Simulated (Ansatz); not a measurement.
# MnSb: the cost of one run

Method: DFT PBEsol, PAW, plane waves, scalar-relativistic, in Ansatz 0.2.0.

## (1) The starting structure

It takes space group P6_3/mmc (No. 194, hexagonal). Conventional cell: a = 4.120 Å, b = 4.120 Å, c = 5.795 Å, α = 90.00°, β = 90.00°, γ = 120.00°. Around Sb (site symmetry -6m2) lie 6 Mn at 2.79 Å. Mn (site symmetry -3m) has 6 Sb at 2.79 Å and 2 Mn at 2.90 Å as nearest neighbours.

Structure file:

```
Sb Mn
1.0
     4.12000    0.00000    0.00000
    -2.06000    3.56802    0.00000
     0.00000    0.00000    5.79500
Sb Mn
2 2
Direct
  0.33333 0.66667 0.25000
  0.66667 0.33333 0.75000
  0.00000 0.00000 0.00000
  0.00000 0.00000 0.50000
```

In tables a label like Mn4 counts atoms in the order of input.yaml; a structure file may count by element.

Known so far: 7 plain starts ended in 3 states. The lowest came from “parallel moments scaled by 0.2, plain SCF [Mn3 0.90, Mn4 0.90 μB]”: ferromagnetic, site moments Mn3 3.37, Mn4 3.37 μB, total 6.62 μB per cell, no gap on the k-mesh, free energy -20553.4102 eV.

Runs to come: parallel moments, default search for lower states; opposed moments +-, default search for lower states; the moments typed in its input, symmetry off, plain SCF; the moments typed in its input, standard search for lower states.

A plain SCF has the search for lower states switched off and ends at the first converged state. The default search runs further SCF cycles only where the state itself hints at a lower one. The standard and full searches may also try other magnetic orders and fillings, and need not reach the lowest state. With a search on, the program may also reshape the start on open shells. Ends within 0.2 meV/atom and 0.1 μB count as one state.

The total moment includes the space between the atomic spheres.

## (2) Parallel moments, default search for lower states

The input, input.yaml:

```yaml
crystal:
  lattice:
    - [4.11999798, 0.0, 0.0]
    - [-2.05999899, 3.56802291, 0.0]
    - [0.0, 0.0, 5.795]
  atoms:
    - { symbol: Sb, position: [0.33333333, 0.66666667, 0.25] }
    - { symbol: Sb, position: [0.66666667, 0.33333333, 0.75] }
    - { symbol: Mn, position: [0.0, 0.0, 0.0], spin: 4.5 }
    - { symbol: Mn, position: [0.0, 0.0, 0.5], spin: 4.5 }
magnetization:
  spin_polarized: true
hamiltonian:
  xc: pbesol
  pseudopotentials: { kind: paw }
basis:
  ecutwfc: 420
kpoints:
  mp_grid: { grid: [7, 7, 5] }
scf:
  occupations: { method: fermi_dirac, width: 0.1 }
output:
  forces: true
  stress: true
```

What time and memory should one allow on 2 threads of an Arm CPU, shared host?

About 6.5 s, with a peak of 0.46 GiB.
